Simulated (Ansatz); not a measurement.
# Na2LuSi: the cost of one run

Method: DFT PBE, scalar-relativistic, plane waves, PAW, in Ansatz 0.2.0.

## 1. Starting point

The structure is tetragonal, space group P4/mmm (No. 123). The conventional cell has a = 3.206 Å, b = 3.206 Å, c = 7.591 Å, α = 90.00°, β = 90.00°, γ = 90.00°. Around Na (site symmetry 4mm) lie 1 Lu at 2.25 Å and 4 Si at 2.74 Å. Around Lu (site symmetry 4/mmm) lie 2 Na at 2.25 Å. Si (site symmetry 4/mmm) has 8 Na at 2.74 Å as nearest neighbours.

Coordinates:

```cif
data_structure
_symmetry_space_group_name_H-M 'P4/mmm'
_symmetry_Int_Tables_number 123
_cell_length_a 3.2063
_cell_length_b 3.2063
_cell_length_c 7.5906
_cell_angle_alpha 90.000
_cell_angle_beta 90.000
_cell_angle_gamma 90.000
_cell_volume 78.04
loop_
_atom_site_label
_atom_site_type_symbol
_atom_site_symmetry_multiplicity
_atom_site_Wyckoff_symbol
_atom_site_fract_x
_atom_site_fract_y
_atom_site_fract_z
_atom_site_occupancy
Na1 Na 2 h 0.50000 0.50000 0.70319 1
Lu1 Lu 1 c 0.50000 0.50000 0.00000 1
Si1 Si 1 b 0.00000 0.00000 0.50000 1
```

A structure generator made this guess: random cell by space group and Wyckoff sites (P4/mmm, No. 123). Its size is a rough estimate.

## 2. A first look at the guess

Input file input.yaml:

```yaml
crystal:
  lattice:
    - [3.20633293, 0.0, 0.0]
    - [0.0, 3.20633293, 0.0]
    - [0.0, 0.0, 7.59059704]
  atoms:
    - { symbol: Na, position: [0.5, 0.5, 0.70319492] }
    - { symbol: Na, position: [0.5, 0.5, 0.29680508] }
    - { symbol: Lu, position: [0.5, 0.5, 0.0] }
    - { symbol: Si, position: [0.0, 0.0, 0.5] }
basis:
  ecutwfc: 420
kpoints:
  mp_grid: { grid: [6, 6, 2] }
hamiltonian:
  xc: pbe
scf:
  occupations: { method: gaussian, width: 0.1 }
  lower_state_search: "off"
output:
  forces: true
  stress: true
  eigenvalues: true
```

Launch:

```sh
ansatz run input.yaml --threads 1 --pin off --max-ram 2560MiB --backend cpu --events-out ev --progress --plain --runs-dir out
```

What time and memory should one allow on 1 thread of Arm Neoverse V2, shared host?

About 3 s, with a peak of 0.35 GiB.
